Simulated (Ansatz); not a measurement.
# CH7FSn: a barrier at many levels of theory

Aim: the barrier and energy of one elementary step (Sn1–C7 formed, F2–H6 formed, Sn1–F2 broken, H6–C7 broken) from LDA up to coupled cluster, on fixed structures, to see where each rung fails.

Method: single points in def2-TZVPP on PBE0-D4/def2-TZVP structures; program: Ansatz 0.2.0, Gaussian basis.

Levels: SPW92, PBE-D4, BLYP-D4, r2SCAN-D4, B97M-V, PBE0-D4, B3LYP-D4, r2SCAN0-D4, BHLYP-D4, CAM-B3LYP-D4, wB97X-V, wB97M-V, B2PLYP, PBE-QIDH, RPA on PBE, Hartree-Fock, MP2, CCSD, CCSD(T). The reference is CCSD(T) at the basis limit, from triple and quadruple zeta. Zero-point energies come from PBE0-D4 vibrations.

Cores are frozen in the correlated methods. Filled d shells of the heavier atoms are correlated. Core potentials replace the inner electrons past krypton, and spin-orbit coupling is left out. B3LYP uses VWN-RPA correlation. B2PLYP carries no dispersion term here.

80 further runs of the same task are left out: 80 set aside as unsound or not needed.

## 1. Start, saddle and end, as given

Charge 0, multiplicity 1. The folders r, ts and p hold the start, the saddle and the end; their coordinates stand in the first inputs.

| pair | r (Å) | ts (Å) | p (Å) |
| --- | --- | --- | --- |
| Sn1–C7 | 4.246 | 2.427 | 2.132 |
| F2–H6 | 2.525 | 1.210 | 0.930 |
| Sn1–F2 | 1.928 | 2.249 | 3.601 |
| H6–C7 | 1.090 | 1.340 | 3.310 |

## 2. SPW92/def2-TZVPP

Input file r/in.yaml:

```yaml
crystal:
  periodic: [false, false, false]
  atoms:
    - {symbol: Sn, position_ang: [-1.778064, 1.156922, -0.405904]}
    - {symbol: F, position_ang: [-1.426369, -0.636438, -1.020591]}
    - {symbol: H, position_ang: [-1.961922, 2.065784, -1.831335]}
    - {symbol: H, position_ang: [-3.204593, 1.019672, 0.509452]}
    - {symbol: H, position_ang: [-0.411360, 1.582791, 0.510017]}
    - {symbol: H, position_ang: [0.849204, -1.256018, -0.119483]}
    - {symbol: C, position_ang: [1.754620, -1.038082, 0.446593]}
    - {symbol: H, position_ang: [1.496727, -0.829481, 1.485247]}
    - {symbol: H, position_ang: [2.255484, -0.169676, 0.017826]}
    - {symbol: H, position_ang: [2.426371, -1.895473, 0.408381]}
basis:
  gaussian: {orbitals: def2-TZVPP}
hamiltonian: {xc: lda}
```

Input file ts/in.yaml:

```yaml
crystal:
  periodic: [false, false, false]
  atoms:
    - {symbol: Sn, position_ang: [-0.904801, 0.823594, -0.102843]}
    - {symbol: F, position_ang: [-0.991735, -1.210576, -1.058072]}
    - {symbol: H, position_ang: [-1.047813, 1.461938, -1.668830]}
    - {symbol: H, position_ang: [-2.309340, 0.382471, 0.741274]}
    - {symbol: H, position_ang: [-0.036901, 1.960827, 0.861517]}
    - {symbol: H, position_ang: [0.025372, -1.002633, -0.436902]}
    - {symbol: C, position_ang: [1.051535, -0.555845, 0.299272]}
    - {symbol: H, position_ang: [0.991468, -0.489787, 1.385401]}
    - {symbol: H, position_ang: [1.760704, 0.177049, -0.084599]}
    - {symbol: H, position_ang: [1.461611, -1.547039, 0.063982]}
basis:
  gaussian: {orbitals: def2-TZVPP}
hamiltonian: {xc: lda}
```

Input file p/in.yaml:

```yaml
crystal:
  periodic: [false, false, false]
  atoms:
    - {symbol: Sn, position_ang: [-0.470427, 1.030204, 0.054268]}
    - {symbol: F, position_ang: [-1.143450, -2.363931, -0.944328]}
    - {symbol: H, position_ang: [-0.478100, 1.842753, -1.444727]}
    - {symbol: H, position_ang: [-1.821387, -0.050933, 0.047829]}
    - {symbol: H, position_ang: [-0.749868, 2.135670, 1.323142]}
    - {symbol: H, position_ang: [-1.499676, -1.590547, -0.569523]}
    - {symbol: C, position_ang: [1.312285, -0.102621, 0.345853]}
    - {symbol: H, position_ang: [1.311525, -0.540300, 1.343716]}
    - {symbol: H, position_ang: [2.184691, 0.541312, 0.237539]}
    - {symbol: H, position_ang: [1.354507, -0.901607, -0.393570]}
basis:
  gaussian: {orbitals: def2-TZVPP}
hamiltonian: {xc: lda}
```

Each run has its own folder and the same command.

Command:

```bash
$ ansatz run in.yaml --threads 4 --pin off --events-out ev --progress --plain --max-ram 9574MiB
```

The runs that follow: PBE-D4/def2-TZVPP; BLYP-D4/def2-TZVPP; r2SCAN-D4/def2-TZVPP; B97M-V/def2-TZVPP; PBE0-D4/def2-TZVPP; B3LYP-D4/def2-TZVPP; r2SCAN0-D4/def2-TZVPP; BHLYP-D4/def2-TZVPP; CAM-B3LYP-D4/def2-TZVPP; wB97X-V/def2-TZVPP; wB97M-V/def2-TZVPP; B2PLYP/def2-TZVPP; PBE-QIDH/def2-TZVPP; RPA on PBE/def2-TZVPP; CCSD(T)/def2-TZVPP; MP2/def2-QZVPP; SPW92/def2-SVP; PBE-D4/def2-SVP; PBE0-D4/def2-SVP; wB97M-V/def2-SVP; CCSD(T)/def2-SVP; Vibrations of the start structure; Vibrations of the end structure.

**Question.** What will these runs give? Wanted: barrier, CCSD(T)/CBS; reverse barrier, CCSD(T)/CBS; step energy, CCSD(T)/CBS; barrier with zero-point energy; step energy with zero-point energy; imaginary mode at the saddle; largest T1 diagnostic.

As calculated:

| quantity | value |
| --- | --- |
| barrier, CCSD(T)/CBS | 48.1 kcal/mol |
| reverse barrier, CCSD(T)/CBS | 32.3 kcal/mol |
| step energy, CCSD(T)/CBS | +15.8 kcal/mol |
| barrier with zero-point energy | 46.2 kcal/mol |
| step energy with zero-point energy | +15.8 kcal/mol |
| imaginary mode at the saddle | 1072i cm⁻¹ |
| largest T1 diagnostic | 0.013 |

In words: The functionals run from wB97M-V, off by -0.3 kcal/mol, to SPW92, off by -15.9 kcal/mol, against CCSD(T)/CBS. By rung, the mean size of the error is: LDA 15.9, GGA 4.2, meta-GGA 2.4, hybrid 2.5, range-separated hybrid 1.1, double hybrid 1.2 kcal/mol. PBE-D4 gives a barrier 6.7 kcal/mol too low, outside chemical accuracy (1 kcal/mol). The barrier rises with the share of exact exchange, from BLYP-D4 through B3LYP-D4 to BHLYP-D4 (-1.7, +0.8, +5.2 kcal/mol). Hartree-Fock, with no correlation, is off by +18.4 kcal/mol. Zero-point motion lowers the barrier by 1.8 kcal/mol.
